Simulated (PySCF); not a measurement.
# GeS(OH)₂: structure of the singlet

Where does singlet GeS(OH)₂ go from a trigonal planar start, is the end point a minimum, and what are its modes, charges and moments?

The runs use PySCF 2.14.0; PBE0, basis Ge def2-SVP, S def2-SVP, O def2-SVP, H def2-SVP, no relativity, density fitting.

## 1. Starting geometry

6 atoms, charge 0, spin multiplicity 1.

Bond lengths: Ge1–S2 2.050 Å, Ge1–O3 1.840 Å, Ge1–O4 1.840 Å, O3–H5 0.960 Å, O4–H6 0.960 Å. Angles: S2–Ge1–O3 120.0°, S2–Ge1–O4 120.0°, O3–Ge1–O4 120.0°, Ge1–O3–H5 130.0°, Ge1–O4–H6 130.0°.

Z-matrix (Å, degrees; charge 0 multiplicity 1):
```
Ge
S  1 2.0500
O  1 1.8400 2 120.00
O  1 1.8400 2 120.00 3 180.00
H  3 0.9600 1 130.00 2 0.00
H  4 0.9600 1 130.00 2 180.00
```

## 2. The SCF at the typed geometry

One driver script runs all steps and calls PySCF; scf.py shows how it sets up the SCF of each step. The optimiser is the driver's own. After this first run the driver tries any further starts and a stability analysis.

Contents of scf.py:

```python
from pyscf import gto, scf, dft
mol = gto.M(atom='''
Ge     0.000000     0.000000     0.000000
S     -1.025000    -1.775400     0.000000
O      1.840000     0.000000     0.000000
O     -0.920000     1.593500     0.000000
H      2.457100    -0.735400     0.000000
H     -0.591700     2.495600     0.000000''',
    basis={'Ge': 'def2-SVP', 'S': 'def2-SVP', 'O': 'def2-SVP', 'H': 'def2-SVP'},
    charge=0, spin=0)
mf = dft.RKS(mol, xc='PBE0')
mf.grids.atom_grid = (50, 194)
aux = {'Ge': 'def2-universal-JKFIT', 'S': 'def2-universal-JKFIT', 'O': 'def2-universal-JKFIT', 'H': 'def2-universal-JKFIT'}
mf = mf.density_fit(auxbasis=aux)
mf.conv_tol = 1e-08
mf.diis_space = 10
mf.max_cycle = 60
mf.init_guess = 'minao'
mf.verbose = 4
mf.kernel()
```

Started as:

```
$ OMP_NUM_THREADS=2 python axn.py task.json out
```

What it wrote:

```text
init E= -2625.37868825257
  HOMO = -0.310657144277855  LUMO = -0.140983157495813  gap/eV = 4.61706
cycle= 1 E= -2625.58538948656  delta_E= -0.207  |g|= 1.07  |ddm|= 2.76
  HOMO = -0.195369258896503  LUMO = -0.0645641324831758  gap/eV = 3.55939
cycle= 2 E= -2625.11713011927  delta_E= 0.468  |g|= 1.86  |ddm|= 2.41
  HOMO = -0.231564816667364  LUMO = -0.0797296400031291  gap/eV = 4.13165
cycle= 3 E= -2625.81054037751  delta_E= -0.693  |g|= 0.128  |ddm|= 1.62
  HOMO = -0.263506379525438  LUMO = -0.0826588364288838  gap/eV = 4.92111
cycle= 4 E= -2625.81264648061  delta_E= -0.00211  |g|= 0.0994  |ddm|= 0.25
  HOMO = -0.254690072631278  LUMO = -0.0858682815850367  gap/eV = 4.59387
cycle= 5 E= -2625.81526359599  delta_E= -0.00262  |g|= 0.0214  |ddm|= 0.131
  HOMO = -0.253353865928654  LUMO = -0.0828990321033216  gap/eV = 4.63831
cycle= 6 E= -2625.81539148565  delta_E= -0.000128  |g|= 0.00378  |ddm|= 0.0301
  HOMO = -0.25333059708851  LUMO = -0.083030191940245  gap/eV = 4.63411
cycle= 7 E= -2625.81539391332  delta_E= -2.43e-06  |g|= 0.0018  |ddm|= 0.00398
  HOMO = -0.253442918696031  LUMO = -0.0830262276897558  gap/eV = 4.63727
cycle= 8 E= -2625.81539448855  delta_E= -5.75e-07  |g|= 0.000639  |ddm|= 0.00208
  HOMO = -0.25337259684135  LUMO = -0.0830322269750035  gap/eV = 4.63520
cycle= 9 E= -2625.81539460278  delta_E= -1.14e-07  |g|= 0.000142  |ddm|= 0.000875
  HOMO = -0.253389978903283  LUMO = -0.0830301057610381  gap/eV = 4.63573
cycle= 10 E= -2625.81539460958  delta_E= -6.79e-09  |g|= 3.1e-05  |ddm|= 0.000235
  HOMO = -0.253393700276093  LUMO = -0.0830305312979727  gap/eV = 4.63582
Extra cycle  E= -2625.81539460955  delta_E= 2.46e-11  |g|= 4.05e-05  |ddm|= 6.62e-05
converged SCF energy = -2625.81539460955
```

This step, with its further starts and checks, took 5.4 s on 2 threads of Arm Neoverse V2, shared host.

The test of internal stability found no lower closed-shell solution.

## 3. Relaxation: trigonal planar start, singlet

The program finds Cs symmetry in the start, which this walk keeps.

scf.py, as its differences from that of step 2:

```diff
@@ -3,6 +3,6 @@
-Ge     0.000000     0.000000     0.000000
-S     -1.025000    -1.775400     0.000000
-O      1.840000     0.000000     0.000000
-O     -0.920000     1.593500     0.000000
-H      2.457100    -0.735400     0.000000
-H     -0.591700     2.495600     0.000000''',
+Ge     0.115627     0.210876     0.000000
+S     -0.909373    -1.564524     0.000000
+O      1.955627     0.210876     0.000000
+O     -0.804373     1.804376     0.000000
+H      2.572727    -0.524524     0.000000
+H     -0.476073     2.706476     0.000000''',
@@ -18 +17,0 @@
-mf.init_guess = 'minao'
```

Energy and gradient, step by step:

| step | energy (Eh) | change (kJ/mol) | largest symmetric gradient (Eh/bohr) |
| --- | --- | --- | --- |
| 0 | -2625.815395 | 0.00 | 0.04092 |
| 1 | -2625.834885 | -51.17 | 0.01771 |
| 2 | -2625.841743 | -69.18 | 0.01421 |
| 3 | -2625.843380 | -73.47 | 0.01471 |
| 4 | -2625.844240 | -75.73 | 0.01094 |
| 5 | -2625.844785 | -77.16 | 0.00192 |
| 6 | -2625.844853 | -77.34 | 0.00264 |
| 7 | -2625.844867 | -77.38 | 0.00217 |
| 8 | -2625.844876 | -77.40 | 0.00034 |
| 9 | -2625.844878 | -77.41 | 0.00019 |

The walk took 17 s.

Positions (Å) and forces (eV/Å) along the way:

```
step 0
Ge   0.116   0.211   0.000   0.736   0.083   0.000
S   -0.909  -1.565   0.000   0.182   0.637   0.000
O    1.956   0.211   0.000  -1.938   2.010   0.000
O   -0.804   1.804   0.000   0.975  -2.104   0.000
H    2.573  -0.525   0.000  -0.652  -0.623   0.000
H   -0.476   2.706   0.000   0.696  -0.002   0.000
step 1
Ge   0.118   0.187   0.000   0.037  -0.293   0.000
S   -0.907  -1.560   0.000   0.022   0.036   0.000
O    1.877   0.326   0.000   0.127   0.547   0.000
O   -0.732   1.726   0.000   0.434   0.017   0.000
H    2.458  -0.461   0.000  -0.910   0.318   0.000
H   -0.361   2.625   0.000   0.289  -0.626   0.000
step 5
Ge   0.035   0.134   0.000  -0.092   0.059   0.000
S   -0.882  -1.662   0.000   0.028   0.007   0.000
O    1.753   0.511   0.000  -0.069   0.012   0.000
O   -0.692   1.722   0.000   0.048   0.048   0.000
H    2.279  -0.298   0.000   0.098  -0.026   0.000
H   -0.038   2.436   0.000  -0.013  -0.099   0.000
step 9
Ge   0.017   0.132   0.000   0.009  -0.002   0.000
S   -0.885  -1.671   0.000  -0.006   0.001   0.000
O    1.734   0.518   0.000  -0.010   0.004   0.000
O   -0.690   1.728   0.000   0.005   0.005   0.000
H    2.285  -0.275   0.000   0.007  -0.003   0.000
H   -0.007   2.413   0.000  -0.005  -0.005   0.000
```

It settles in Cs symmetry, 77.4 kJ/mol below the start, after 9 steps: Ge–O 1.746 Å, Ge–O 1.760 Å, Ge–S 2.016 Å, O–H 0.966 Å (×2); Ge–O–H 111.2°, Ge–O–H 112.1°, O–Ge–O 101.2°, O–Ge–S 129.4° (×2).

## 4. Hessian and properties

On the finer grid the gradient is checked again; gradients at displacements of ±0.02 bohr then give force constants and infrared intensities.

scf.py, as its differences from that of step 3:

```diff
@@ -3,6 +3,6 @@
-Ge     0.115627     0.210876     0.000000
-S     -0.909373    -1.564524     0.000000
-O      1.955627     0.210876     0.000000
-O     -0.804373     1.804376     0.000000
-H      2.572727    -0.524524     0.000000
-H     -0.476073     2.706476     0.000000''',
+Ge     0.074505     0.170190     0.000000
+S     -0.831110    -1.630749     0.000000
+O      1.790331     0.559172     0.000000
+O     -0.631787     1.766705     0.000000
+H      2.344926    -0.231553     0.000000
+H      0.051488     2.450860     0.000000''',
@@ -12 +12 @@
-mf.grids.atom_grid = (50, 194)
+mf.grids.atom_grid = (75, 302)
@@ -15 +15 @@
-mf.conv_tol = 1e-08
+mf.conv_tol = 1e-10
```

This SCF starts from the last density.

SCF at the final geometry:

```text
init E= -2625.84497909237
  HOMO = -0.264222017822501  LUMO = -0.0445087308029137  gap/eV = 5.97870
cycle= 1 E= -2625.84497909235  delta_E= 1.73e-11  |g|= 1.05e-05  |ddm|= 1.17e-05
  HOMO = -0.264222956208361  LUMO = -0.0445083921883294  gap/eV = 5.97874
cycle= 2 E= -2625.84497909231  delta_E= 4.23e-11  |g|= 1.82e-05  |ddm|= 2.06e-05
  HOMO = -0.264222248507711  LUMO = -0.0445086330437898  gap/eV = 5.97871
cycle= 3 E= -2625.84497909237  delta_E= -6.05e-11  |g|= 9.63e-07  |ddm|= 1.37e-05
  HOMO = -0.264222447709145  LUMO = -0.0445085774069143  gap/eV = 5.97872
Extra cycle  E= -2625.84497909237  delta_E= 4.55e-13  |g|= 1.72e-06  |ddm|= 3.28e-06
converged SCF energy = -2625.84497909237
```

The whole step took 82 s.

Geometry: Cs; Ge–O 1.746 Å, Ge–O 1.759 Å, Ge–S 2.016 Å, O–H 0.966 Å (×2); Ge–O–H 111.2°, Ge–O–H 112.3°, O–Ge–O 101.1°, O–Ge–S 129.5° (×2).

Harmonic modes (main isotopes):

```tsv
symmetry	ω (cm⁻¹)	IR (km/mol)
a'	176	11.3
a''	190	3.9
a'	240	21.7
a''	382	237
a''	422	6.7
a'	555	10.9
a'	745	105
a'	769	121
a'	900	99.3
a'	925	129
a'	3863	137
a'	3879	120
```

No imaginary mode, so this is a minimum.

Properties at this point:

- Dipole moment: 3.23 D
- Highest occupied level: -7.19 eV
- Lowest empty level: -1.21 eV
- Rotational constants: 0.261, 0.09957, 0.07207 cm⁻¹
- Zero-point energy: 78.0 kJ/mol
- Principal polarisabilities: 28.2, 39.1, 64.3 bohr³
- Atomisation energy without zero-point energy: 1999 kJ/mol
- Principal traceless quadrupole moments about the centre of mass: -2.89, 0.97, 1.92 D Å
- Entropy at 298.15 K and 1 bar: 320.6 J/(mol K)
- Heat capacity Cp at 298.15 K: 83.4 J/(mol K)
- Enthalpy at 298.15 K above 0 K: 17.18 kJ/mol
- Rotational symmetry number: 1

Populations by atom (charges in e):

```json
{"atom": "Ge1", "Mulliken": "0.72", "Löwdin": "0.28", "polar tensor": "1.47", "Mayer order to Ge1": "–"}
{"atom": "S2", "Mulliken": "-0.30", "Löwdin": "-0.11", "polar tensor": "-0.52", "Mayer order to Ge1": "1.91"}
{"atom": "O3", "Mulliken": "-0.43", "Löwdin": "-0.20", "polar tensor": "-0.80", "Mayer order to Ge1": "1.06"}
{"atom": "O4", "Mulliken": "-0.41", "Löwdin": "-0.18", "polar tensor": "-0.77", "Mayer order to Ge1": "1.10"}
{"atom": "H5,6", "Mulliken": "0.21", "Löwdin": "0.10", "polar tensor": "0.31", "Mayer order to Ge1": "0.03"}
```

Mulliken populations on Ge1: s 7.16, p 13.72, d 10.39.

## 5. Fields at the lowest minimum

The plane holds Ge1 at (0.00, 0.00), S2 at (2.02, 0.00), O3 at (-1.12, 1.36), O4 at (-1.11, -1.35), H5 at (-0.66, 2.21), H6 at (-2.03, -1.05) Å. Columns run from x = -4.05 to 4.35 Å, rows from y = 4.65 (top) to -3.45 Å, in steps of 0.3 Å.

Density (cut at 5 e/Å³):

Ten steps from '0' (0.000 e/Å³) to '9' (5.000 e/Å³), finer at the low end (step k begins (100^(k/10) - 1)/99 of the way up):
```
00000000000000000000000000000
00000000000000000000000000000
00000000000000000000000000000
00000000000000000000000000000
00000000000000000000000000000
00000000000000000000000000000
00000000012221000000000000000
00000000124542100000000000000
00000002356763100000000000000
00000013578864210000000000000
00000125799974211111111000000
00000125899974322222322110000
00000125799975433344544210000
00000013577766654456665421000
00000012345589985567876531000
00000001234699996669997532000
00000012234699996669997532000
00000123455689985567876531000
00001246678766654456665421000
00001368899975433334444210000
00001257899974222222322110000
00000135799963111111111000000
00000023577642100000000000000
00000001344421000000000000000
00000000122210000000000000000
00000000000000000000000000000
00000000000000000000000000000
00000000000000000000000000000
```

ELF (0 where the density is under 0.005 e/Å³):

Ten even steps from '0' (0.00) to '9' (1.00):
```
00000000000000000000000000000
00000000000000000000000000000
00000000000000000000000000000
00000000000000000000000000000
00000000000000000000000000000
00000000025776000000000000000
00000000047888400000000000000
00000000158998600000000000000
00000122469998500001110000000
00000246778997300024554300000
00001468862774100246776531000
00001478919574112457888653100
00000368863873223578998864100
00000246777731114678889874200
00000001234215522671006874200
00000000001154451742781875200
00000011012154451742781875200
00005787545215523771006874200
00048899877731114678889874200
00058999963772124578998864100
00047899819573112457887653100
00005677765874000246676531000
00001234689873000124554300000
00000002578863000001110000000
00000001356641000000000000000
00000000133310000000000000000
00000000000000000000000000000
00000000000000000000000000000
```

Electrostatic potential (cut at 20 V):

Ten steps from '0' (-1.62 V) to '9' (20.00 V), finer at the low end (step k begins (100^(k/10) - 1)/99 of the way up):
```
44444455555555555544444444444
44444555555555555554444444444
44444555555555555554444444444
44444555555555555554444444444
44444455556666555554444444444
44444455566666655554444444444
44444445567777665554444444444
44444445578998765544444444444
44444444679998765544433333444
44444335799998765544333333344
44443335999997765544333333344
44443326999998776555444333334
44444335999999887667776544334
44444445799999998889998754444
55555555678999999999999865444
55555556679999999999999975444
55556666779999999999999975444
55566778788999999999999865444
55567899999999998789998754433
55567899999999887667776543333
55567899999997766544444333333
55566778999986555433222233333
55555666789754444432222233333
55555555454323344333223333333
55555544320012333333333333334
44544444321122333333333333344
44444444332233333333333333444
44444444333333333333333344444
```

Along Ge1–S2 (2.016 Å) the density is least, 0.92 e/Å³, about 0.91 Å from Ge1; ELF there is 0.49.

Values on the line from Ge1 (at 0) through S2 (at 2.016 Å):

| distance (Å) | density (e/Å³) | ELF | electrostatic potential (V) |
| --- | --- | --- | --- |
| -0.71 | 1.13 | 0.141 | 37.3 |
| -0.50 | 6.6 | 0.522 | 83.8 |
| -0.30 | 46.6 | 0.763 | 291 |
| -0.10 | 604 | 0.762 | 2.34e+03 |
| 0.20 | 89.9 | 0.371 | 709 |
| 0.40 | 18.1 | 0.718 | 143 |
| 0.60 | 2.65 | 0.228 | 53.2 |
| 0.81 | 1 | 0.247 | 26.7 |
| 1.01 | 0.934 | 0.668 | 19 |
| 1.21 | 1.07 | 0.704 | 25.1 |
| 1.41 | 1.24 | 0.186 | 50.4 |
| 1.61 | 4.09 | 0.223 | 119 |
| 1.81 | 63.3 | 0.851 | 422 |
| 2.12 | 184 | 0.26 | 1.31e+03 |
| 2.32 | 16.5 | 0.763 | 202 |
| 2.52 | 1.69 | 0.0878 | 74 |
| 2.72 | 0.97 | 0.643 | 31.2 |
| 2.92 | 0.559 | 0.851 | 13.3 |
| 3.12 | 0.272 | 0.799 | 5.64 |

Making the fields took 0.9 s.

## 6. What came out

| quantity | value |
| --- | --- |
| minimum | singlet, Cs |
| geometry | Ge–O 1.746 Å, Ge–O 1.759 Å, Ge–S 2.016 Å, O–H 0.966 Å (×2); Ge–O–H 111.2°, Ge–O–H 112.3°, O–Ge–O 101.1°, O–Ge–S 129.5° (×2) |
| wavenumbers (cm⁻¹) | 176 (a'), 190 (a''), 240 (a'), 382 (a''), 422 (a''), 555 (a'), 745 (a'), 769 (a'), 900 (a'), 925 (a'), 3863 (a'), 3879 (a') |
| dipole moment | 3.23 D |
| highest occupied, lowest empty level | -7.19, -1.21 eV |
| polar-tensor charge of Ge1 | +1.47 e |
| zero-point energy | 78.0 kJ/mol |
| entropy at 298.15 K | 320.6 J/(mol K) |
| atomisation energy (no zero-point energy) | 1999 kJ/mol |

What this shows: The molecule stays Cs, as typed, and the end point is a minimum. The strongest infrared band lies at 382 cm⁻¹ (a''). Only this shape and spin were tried, so other structures or states may lie lower.

The search up to here took 1.7 min on 2 threads of Arm Neoverse V2, shared host.
